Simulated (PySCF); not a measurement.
**C6H5ClFNS: NMR shifts and electronic excitations in gas and solvents**

Aim: compute the NMR shifts and electronic excitations of C6H5ClFNS (`CSc1ccnc(Cl)c1F`), and see what a dielectric continuum does where one was used.

Programs: PySCF 2.14.0, with density-fitted response routines of our own. Each step states its level of theory. These are calculated values for one molecule, in the gas phase or a continuum, unless marked as measured. Atoms are numbered from 0 throughout.

## (1) The starting structure

15 atoms, charge 0, multiplicity 1; geometry from: GFN2-xTB. The atoms were then displaced at random by about 0.01 Å, so the start is not that level's minimum.

Bonds of the start (Å): C0–S1 1.82, S1–C2 1.76, C2–C3 1.40, C3–C4 1.41, C4–N5 1.32, N5–C6 1.33, C6–Cl7 1.71, C6–C8 1.38, C8–F9 1.35, C8–C2 1.38, C0–H10 1.11, C0–H11 1.06, C0–H12 1.12, C3–H13 1.04, C4–H14 1.08.

## (2) Geometry optimisation at PBE0-D3(BJ)/def2-SVP

Job settings and geometry (Å):

```
{"job": {"xc": "PBE0", "basis": "def2-SVP", "d3": "d3bj", "grid": 1, "shake": 0.01, "kind": "geom"}, "charge": 0, "multiplicity": 1}
C      2.783200    -0.124670    -0.170830
S      1.483510    -1.394830    -0.100470
C     -0.022340    -0.481030    -0.210700
C     -0.070550     0.906800    -0.354740
C     -1.365050     1.467000    -0.425940
N     -2.492450     0.791270    -0.347420
C     -2.401780    -0.524190    -0.205220
Cl    -3.873000    -1.384450    -0.124460
C     -1.200760    -1.191560    -0.109050
F     -1.166020    -2.532010     0.028100
H      2.636330     0.586540     0.664990
H      3.714390    -0.623480    -0.079010
H      2.690640     0.427060    -1.138990
H      0.755360     1.529360    -0.411430
H     -1.486820     2.530820    -0.527730
```

The run is started by

```bash
OMP_NUM_THREADS=1 python probes_run.py task.json out
```

This one command runs all jobs of the session in turn.

Standard output:

```text
step   0  E = -1243.36148191  max force = 0.063588
step   1  E = -1243.36861316  max force = 0.012546
step   2  E = -1243.36920505  max force = 0.003520
step   3  E = -1243.36919412  max force = 0.005920
step   4  E = -1243.36933801  max force = 0.000959
step   5  E = -1243.36934039  max force = 0.001205
step   6  E = -1243.36935532  max force = 0.000403
optimisation converged
```

It took 1.9 min on 1 thread of Arm Neoverse V1, shared host; peak memory 0.88 GiB.

Step by step:

| step | energy from step 0 (eV) | largest force component (eV/Å) |
| --- | --- | --- |
| 0 | 0.0000 | 3.2698 |
| 1 | -0.1941 | 0.6451 |
| 2 | -0.2102 | 0.1810 |
| 3 | -0.2099 | 0.3044 |
| 4 | -0.2138 | 0.0493 |
| 5 | -0.2138 | 0.0620 |
| 6 | -0.2142 | 0.0207 |

Close pairs (by a distance rule), those that changed most:

| bond | before (Å) | after (Å) | change (Å) |
| --- | --- | --- | --- |
| C3–H13 | 1.036 | 1.090 | +0.054 |
| C0–H11 | 1.060 | 1.099 | +0.038 |
| C8–F9 | 1.348 | 1.324 | -0.024 |
| C6–Cl7 | 1.706 | 1.728 | +0.022 |
| C3–C4 | 1.412 | 1.391 | -0.021 |
| C0–S1 | 1.819 | 1.799 | -0.020 |
| C4–H14 | 1.076 | 1.095 | +0.020 |
| C2–C8 | 1.380 | 1.399 | +0.019 |

The final coordinates are the input of the step that follows.

| at the end point | value |
| --- | --- |
| point group (found at 0.08 Å tolerance) | Cs |
| rotational constants (GHz, main isotopes) | 2.062, 0.640, 0.490 |
| dipole moment (D) | 4.69 |

## (3) NMR shieldings: PBE0/pcSseg-1 in chloroform

Job settings and geometry (Å):

```
{"job": {"kind": "nmr", "xc": "PBE0", "basis": "pcSseg-1", "solvent": "chloroform", "pop": true}, "charge": 0, "multiplicity": 1}
C      2.737591    -0.069704    -0.265499
S      1.509824    -1.366259    -0.047066
C      0.007360    -0.475977    -0.165755
C     -0.128908     0.903452    -0.374055
C     -1.407510     1.448598    -0.435228
N     -2.521501     0.734918    -0.305021
C     -2.404442    -0.560121    -0.109824
Cl    -3.841648    -1.503892     0.065592
C     -1.174290    -1.213677    -0.034180
F     -1.104990    -2.520747     0.162930
H      2.683254     0.683058     0.534017
H      3.709743    -0.578011    -0.204762
H      2.652120     0.410186    -1.250733
H      0.741822     1.549306    -0.486653
H     -1.534105     2.524228    -0.597399
```

With the program's defaults for keys left out, this is: GIAO PBE0/pcSseg-1 NMR shielding, non-relativistic, IEF-PCM chloroform.

Standard output:

```text
coarse grid: 15016 points
cycle   1  E = -1243.7042325590  dE =  1.794e+00  |g| = 5.396e-01  |ddm| = 4.054e+00
cycle   2  E = -1243.6247881914  dE =  7.944e-02  |g| = 8.364e-01  |ddm| = 1.253e+00
cycle   3  E = -1243.7635272125  dE = -1.387e-01  |g| = 7.297e-02  |ddm| = 7.850e-01
cycle   4  E = -1243.7645384402  dE = -1.011e-03  |g| = 3.852e-02  |ddm| = 1.029e-01
cycle   5  E = -1243.7648775062  dE = -3.391e-04  |g| = 1.106e-02  |ddm| = 4.379e-02
cycle   6  E = -1243.7649027765  dE = -2.527e-05  |g| = 3.595e-03  |ddm| = 1.425e-02
cycle   7  E = -1243.7649054944  dE = -2.718e-06  |g| = 1.369e-03  |ddm| = 4.340e-03
final grid: 140200 points
cycle   8  E = -1243.8305783525  dE = -4.425e-05  |g| = 9.706e-03  |ddm| = 4.653e-02
cycle   9  E = -1243.8305589126  dE =  1.944e-05  |g| = 1.338e-02  |ddm| = 2.252e-02
cycle  10  E = -1243.8306001768  dE = -4.126e-05  |g| = 1.662e-03  |ddm| = 1.382e-02
cycle  11  E = -1243.8306006871  dE = -5.104e-07  |g| = 5.155e-04  |ddm| = 1.922e-03
cycle  12  E = -1243.8306007475  dE = -6.041e-08  |g| = 1.398e-04  |ddm| = 6.259e-04
cycle  13  E = -1243.8306007511  dE = -3.519e-09  |g| = 5.259e-05  |ddm| = 1.679e-04
cycle  14  E = -1243.8306007516  dE = -5.718e-10  |g| = 8.742e-06  |ddm| = 5.711e-05
converged SCF energy = -1243.8306007516

GIAO shielding tensors (ppm)
atom      isotropic    diamagn.    paramagn.     s11        s22        s33       span
  0 C      168.268     251.403     -83.135    159.249    162.344    183.210     23.961
  1 S      501.807    1056.430    -554.623    336.561    467.577    701.281    364.720
  2 C       35.649     265.231    -229.582    -22.355    -19.926    149.227    171.582
  3 C       60.724     255.002    -194.278    -42.642     54.706    170.109    212.751
  4 C       35.600     250.507    -214.907    -65.687     29.515    142.972    208.660
  5 N      -59.922     332.335    -392.257   -300.102   -128.288    248.623    548.724
  6 C       39.406     254.341    -214.935    -30.139     56.586     91.770    121.909
  7 Cl     704.126    1144.194    -440.068    492.039    643.195    977.145    485.106
  8 C       27.037     249.664    -222.627    -49.681     39.274     91.519    141.200
  9 F      303.306     471.902    -168.596    247.193    270.077    392.648    145.455
 10 H       28.811      30.336      -1.525     24.012     26.131     36.290     12.278
 11 H       28.715      26.935       1.781     23.121     25.923     37.101     13.980
 12 H       28.816      29.812      -0.996     24.017     26.155     36.277     12.260
 13 H       24.258      33.876      -9.618     19.720     23.058     29.997     10.276
 14 H       23.016      28.517      -5.501     18.376     23.990     26.681      8.304
```

It took 37 s on 1 thread of Arm Neoverse V1, shared host; peak memory 1 GiB.

Shifts follow as δ = σ(reference) − σ, with reference shieldings (ppm) from runs at the same level and on the same kind of geometry: 1H TMS 31.25, 13C TMS 185.2, 19F CFCl3 179.6, 15N NH3 267.8, 33S CS2 495. The references are single molecules in the same continuum, so shifts against H2O, NH3, PH3, H3PO4 or CFCl3 are not on the usual liquid scales and can be off by tens of ppm. Atoms listed in one row are averaged.

| atoms | environment | σ (ppm) | δ (ppm) |
| --- | --- | --- | --- |
| C8 | aromatic carbon bearing fluorine | 27.0 | 158.1 |
| C4 | aromatic CH next to a ring nitrogen | 35.6 | 149.6 |
| C2 | aromatic carbon bearing sulfur | 35.6 | 149.5 |
| C6 | aromatic carbon bearing chlorine | 39.4 | 145.8 |
| C3 | aromatic CH | 60.7 | 124.4 |
| C0 | methyl carbon bonded to S | 168.3 | 16.9 |
| H14 | hydrogen on an aromatic CH next to a ring nitrogen | 23.02 | 8.23 |
| H13 | hydrogen on an aromatic CH | 24.26 | 6.99 |
| H10, H11, H12 | hydrogen on a methyl carbon bonded to S | 28.78 | 2.47 |
| S1 | sulfide sulfur | 502 | -6 |
| N5 | pyridine-type ring nitrogen | -59.9 | 327.7 |
| Cl7 | chlorine bonded to C | 704 | – |
| F9 | aryl fluorine | 303.3 | -123.7 |

The run also stored atomic charges by several schemes (e):

| atoms | Mulliken | IAO | Hirshfeld | ESP fit |
| --- | --- | --- | --- | --- |
| C0 | -0.42 | -0.51 | -0.10 | -0.50 |
| S1 | 0.14 | 0.21 | 0.04 | -0.07 |
| C2 | -0.35 | -0.12 | -0.02 | 0.13 |
| C3 | -0.13 | -0.20 | -0.06 | -0.39 |
| C4 | 0.17 | -0.01 | 0.02 | 0.36 |
| N5 | -0.45 | -0.30 | -0.19 | -0.61 |
| C6 | 0.06 | 0.08 | 0.05 | 0.36 |
| Cl7 | -0.06 | -0.02 | -0.05 | -0.11 |
| C8 | 0.48 | 0.25 | 0.06 | 0.09 |
| F9 | -0.25 | -0.25 | -0.06 | -0.16 |

Mayer bond orders: C0–S1 1.00, S1–C2 1.13, C2–C3 1.30, C3–C4 1.44, C4–N5 1.45, N5–C6 1.49, C6–Cl7 1.09, C6–C8 1.21, C8–F9 0.99, C8–C2 1.28.

Ring of atoms C2, C3, C4, N5, C6, C8: NICS(0) -8.6, NICS(1) -10.3, NICS(1)zz -23.3 ppm (means of both faces).

## (4) Nuclear shieldings: PBE0/pcSseg-1 in tetrahydrofuran

Same as in step 3 but for these lines:

```diff
@@ -1,2 +1,2 @@
-{"job": {"kind": "nmr", "xc": "PBE0", "basis": "pcSseg-1", "solvent": "chloroform", "pop": true}, "charge": 0, "multiplicity": 1}
+{"job": {"kind": "nmr", "xc": "PBE0", "basis": "pcSseg-1", "solvent": "tetrahydrofuran", "pop": false}, "charge": 0, "multiplicity": 1}
 C      2.737591    -0.069704    -0.265499
```

With the program's defaults for keys left out, this is: GIAO PBE0/pcSseg-1 NMR shielding, non-relativistic, IEF-PCM tetrahydrofuran.

Standard output:

```text
coarse grid: 15016 points
cycle   1  E = -1243.7057341043  dE =  1.792e+00  |g| = 5.382e-01  |ddm| = 4.054e+00
cycle   2  E = -1243.6280008789  dE =  7.773e-02  |g| = 8.304e-01  |ddm| = 1.241e+00
cycle   3  E = -1243.7648489254  dE = -1.368e-01  |g| = 7.055e-02  |ddm| = 7.707e-01
cycle   4  E = -1243.7657904513  dE = -9.415e-04  |g| = 3.673e-02  |ddm| = 9.631e-02
cycle   5  E = -1243.7660969216  dE = -3.065e-04  |g| = 1.076e-02  |ddm| = 4.125e-02
cycle   6  E = -1243.7661210206  dE = -2.410e-05  |g| = 3.432e-03  |ddm| = 1.371e-02
cycle   7  E = -1243.7661234978  dE = -2.477e-06  |g| = 1.300e-03  |ddm| = 4.102e-03
final grid: 140200 points
cycle   8  E = -1243.8317864873  dE = -4.447e-05  |g| = 9.665e-03  |ddm| = 4.648e-02
cycle   9  E = -1243.8317683261  dE =  1.816e-05  |g| = 1.317e-02  |ddm| = 2.213e-02
cycle  10  E = -1243.8318081589  dE = -3.983e-05  |g| = 1.594e-03  |ddm| = 1.341e-02
cycle  11  E = -1243.8318086171  dE = -4.582e-07  |g| = 5.015e-04  |ddm| = 1.828e-03
cycle  12  E = -1243.8318086737  dE = -5.658e-08  |g| = 1.347e-04  |ddm| = 5.970e-04
cycle  13  E = -1243.8318086770  dE = -3.268e-09  |g| = 5.216e-05  |ddm| = 1.626e-04
cycle  14  E = -1243.8318086776  dE = -5.614e-10  |g| = 8.532e-06  |ddm| = 5.577e-05
converged SCF energy = -1243.8318086776

GIAO shielding tensors (ppm)
atom      isotropic    diamagn.    paramagn.     s11        s22        s33       span
  0 C      168.289     251.350     -83.061    159.228    162.274    183.366     24.138
  1 S      501.632    1056.474    -554.842    335.857    467.564    701.475    365.619
  2 C       35.330     265.275    -229.944    -22.562    -20.590    149.144    171.706
  3 C       60.192     254.850    -194.658    -43.168     53.472    170.271    213.439
  4 C       35.453     250.561    -215.109    -65.676     28.912    143.123    208.799
  5 N      -58.238     332.640    -390.878   -295.764   -127.329    248.379    544.143
  6 C       39.756     254.339    -214.584    -29.851     57.430     91.689    121.540
  7 Cl     706.223    1144.203    -437.980    495.437    644.063    979.171    483.734
  8 C       27.017     249.726    -222.709    -49.777     39.402     91.426    141.203
  9 F      303.964     471.946    -167.982    248.225    270.724    392.944    144.718
 10 H       28.772      30.272      -1.500     23.956     26.093     36.268     12.313
 11 H       28.686      26.875       1.811     23.079     25.883     37.095     14.017
 12 H       28.777      29.748      -0.971     23.960     26.116     36.255     12.295
 13 H       24.175      33.779      -9.604     19.619     22.992     29.915     10.296
 14 H       22.995      28.501      -5.506     18.342     24.016     26.628      8.286
```

Run time: 34 s. Hardware: 1 thread of Arm Neoverse V1, shared host; peak memory 1.1 GiB.

This run: δ C8 158.3, C2 150.0, C4 149.8, C6 145.5, H14 8.25, H13 7.07 ppm.

## (5) Nuclear shieldings: WP04/pcSseg-1 in chloroform

Same as in step 4 but for these lines:

```diff
@@ -1,2 +1,2 @@
-{"job": {"kind": "nmr", "xc": "PBE0", "basis": "pcSseg-1", "solvent": "tetrahydrofuran", "pop": false}, "charge": 0, "multiplicity": 1}
+{"job": {"kind": "nmr", "xc": "WP04", "basis": "pcSseg-1", "solvent": "chloroform", "pop": false}, "charge": 0, "multiplicity": 1}
 C      2.737591    -0.069704    -0.265499
```

Level: GIAO WP04/pcSseg-1 NMR shielding, non-relativistic, IEF-PCM chloroform.

Standard output:

```text
coarse grid: 15016 points
cycle   1  E = -1260.8222877701  dE =  1.594e+00  |g| = 8.935e-01  |ddm| = 4.105e+00
cycle   2  E = -1260.5898340030  dE =  2.325e-01  |g| = 1.415e+00  |ddm| = 1.931e+00
cycle   3  E = -1260.9484849460  dE = -3.587e-01  |g| = 2.308e-01  |ddm| = 1.321e+00
cycle   4  E = -1260.9602729918  dE = -1.179e-02  |g| = 7.128e-02  |ddm| = 2.665e-01
cycle   5  E = -1260.9613806401  dE = -1.108e-03  |g| = 2.778e-02  |ddm| = 9.180e-02
cycle   6  E = -1260.9615377090  dE = -1.571e-04  |g| = 8.522e-03  |ddm| = 2.957e-02
cycle   7  E = -1260.9615543781  dE = -1.667e-05  |g| = 3.026e-03  |ddm| = 1.014e-02
cycle   8  E = -1260.9615565499  dE = -2.172e-06  |g| = 7.058e-04  |ddm| = 3.058e-03
final grid: 140200 points
cycle   9  E = -1261.0507758762  dE = -6.420e-05  |g| = 9.347e-03  |ddm| = 5.708e-02
cycle  10  E = -1261.0507469119  dE =  2.896e-05  |g| = 1.480e-02  |ddm| = 2.043e-02
cycle  11  E = -1261.0507955062  dE = -4.859e-05  |g| = 1.503e-03  |ddm| = 1.395e-02
cycle  12  E = -1261.0507959521  dE = -4.459e-07  |g| = 6.011e-04  |ddm| = 1.932e-03
cycle  13  E = -1261.0507960298  dE = -7.761e-08  |g| = 1.984e-04  |ddm| = 6.877e-04
cycle  14  E = -1261.0507960370  dE = -7.211e-09  |g| = 7.192e-05  |ddm| = 2.070e-04
cycle  15  E = -1261.0507960381  dE = -1.165e-09  |g| = 1.848e-05  |ddm| = 7.818e-05
cycle  16  E = -1261.0507960382  dE = -7.367e-11  |g| = 7.521e-06  |ddm| = 2.357e-05
converged SCF energy = -1261.0507960382

GIAO shielding tensors (ppm)
atom      isotropic    diamagn.    paramagn.     s11        s22        s33       span
  0 C      152.467     251.472     -99.005    143.091    144.427    169.882     26.791
  1 S      424.206    1060.632    -636.426    248.584    392.421    631.613    383.029
  2 C       19.835     265.794    -245.959    -40.972    -34.082    134.560    175.531
  3 C       47.422     256.604    -209.182    -56.246     42.184    156.328    212.575
  4 C       23.041     252.060    -229.019    -79.468     18.403    130.187    209.654
  5 N      -71.864     330.669    -402.533   -306.587   -140.005    230.999    537.586
  6 C       23.533     256.538    -233.004    -43.444     37.592     76.451    119.895
  7 Cl     656.550    1148.077    -491.527    421.835    573.586    974.229    552.395
  8 C       12.738     252.808    -240.070    -63.401     24.674     76.941    140.341
  9 F      302.659     476.255    -173.596    251.129    278.084    378.765    127.636
 10 H       29.053      31.432      -2.379     24.762     26.565     35.833     11.071
 11 H       29.150      26.595       2.556     24.085     26.499     36.866     12.781
 12 H       29.058      30.648      -1.591     24.766     26.586     35.822     11.056
 13 H       24.758      35.513     -10.755     20.356     23.392     30.526     10.170
 14 H       23.567      29.127      -5.560     19.235     24.358     27.107      7.871
```

Wall time 36 s (1 thread of Arm Neoverse V1, shared host); peak memory 1.1 GiB.

In short: δ C8 160.4, C2 153.3, C4 150.1, C6 149.6, H14 7.98, H13 6.79 ppm.

## (6) NMR shieldings: wB97X-D/pcSseg-1 in chloroform

Same as in step 5 but for these lines:

```diff
@@ -1,2 +1,2 @@
-{"job": {"kind": "nmr", "xc": "WP04", "basis": "pcSseg-1", "solvent": "chloroform", "pop": false}, "charge": 0, "multiplicity": 1}
+{"job": {"kind": "nmr", "xc": "wB97X-D", "basis": "pcSseg-1", "solvent": "chloroform", "pop": false}, "charge": 0, "multiplicity": 1}
 C      2.737591    -0.069704    -0.265499
```

Level: GIAO wB97X-D/pcSseg-1 NMR shielding, non-relativistic, IEF-PCM chloroform.

Standard output:

```text
coarse grid: 15016 points
cycle   1  E = -1244.2318768641  dE =  2.120e+00  |g| = 6.565e-01  |ddm| = 3.952e+00
cycle   2  E = -1244.2239064260  dE =  7.970e-03  |g| = 7.706e-01  |ddm| = 1.285e+00
cycle   3  E = -1244.3331329131  dE = -1.092e-01  |g| = 5.909e-02  |ddm| = 6.221e-01
cycle   4  E = -1244.3339330167  dE = -8.001e-04  |g| = 2.790e-02  |ddm| = 1.101e-01
cycle   5  E = -1244.3341159668  dE = -1.830e-04  |g| = 8.264e-03  |ddm| = 4.102e-02
cycle   6  E = -1244.3341356630  dE = -1.970e-05  |g| = 2.474e-03  |ddm| = 1.501e-02
cycle   7  E = -1244.3341380289  dE = -2.366e-06  |g| = 1.147e-03  |ddm| = 5.074e-03
final grid: 140200 points
cycle   8  E = -1244.4084737722  dE = -1.973e-04  |g| = 8.585e-03  |ddm| = 5.943e-02
cycle   9  E = -1244.4084727866  dE =  9.856e-07  |g| = 9.345e-03  |ddm| = 1.601e-02
cycle  10  E = -1244.4084879693  dE = -1.518e-05  |g| = 7.573e-04  |ddm| = 7.437e-03
cycle  11  E = -1244.4084880950  dE = -1.257e-07  |g| = 3.774e-04  |ddm| = 1.317e-03
cycle  12  E = -1244.4084881281  dE = -3.306e-08  |g| = 1.025e-04  |ddm| = 4.754e-04
cycle  13  E = -1244.4084881312  dE = -3.125e-09  |g| = 4.637e-05  |ddm| = 1.869e-04
cycle  14  E = -1244.4084881319  dE = -6.237e-10  |g| = 1.134e-05  |ddm| = 6.792e-05
converged SCF energy = -1244.4084881319

GIAO shielding tensors (ppm)
atom      isotropic    diamagn.    paramagn.     s11        s22        s33       span
  0 C      168.532     251.188     -82.655    161.035    161.986    182.576     21.541
  1 S      507.199    1056.717    -549.518    334.776    463.518    723.303    388.528
  2 C       33.626     265.463    -231.837    -28.764    -20.827    150.468    179.232
  3 C       59.424     255.908    -196.484    -46.229     54.153    170.350    216.579
  4 C       34.012     250.983    -216.971    -69.943     27.832    144.148    214.091
  5 N      -62.975     333.393    -396.368   -304.278   -135.304    250.657    554.935
  6 C       38.247     254.397    -216.150    -35.493     56.493     93.742    129.234
  7 Cl     707.810    1144.317    -436.507    497.310    631.696    994.424    497.114
  8 C       25.777     250.670    -224.893    -54.148     39.931     91.547    145.695
  9 F      311.732     472.161    -160.429    258.524    280.431    396.242    137.719
 10 H       28.920      30.519      -1.599     24.126     26.305     36.330     12.204
 11 H       28.866      26.958       1.909     23.237     26.050     37.312     14.074
 12 H       28.925      29.972      -1.046     24.130     26.328     36.317     12.187
 13 H       24.301      34.105      -9.804     19.753     23.071     30.079     10.325
 14 H       23.086      28.717      -5.631     18.454     24.035     26.770      8.316
```

It took 47 s on 1 thread of Arm Neoverse V1, shared host; peak memory 1.1 GiB.

In short: δ C8 159.5, C2 151.7, C4 151.3, C6 147.0, H14 8.27, H13 7.06 ppm.

[end of part 1 of 2]
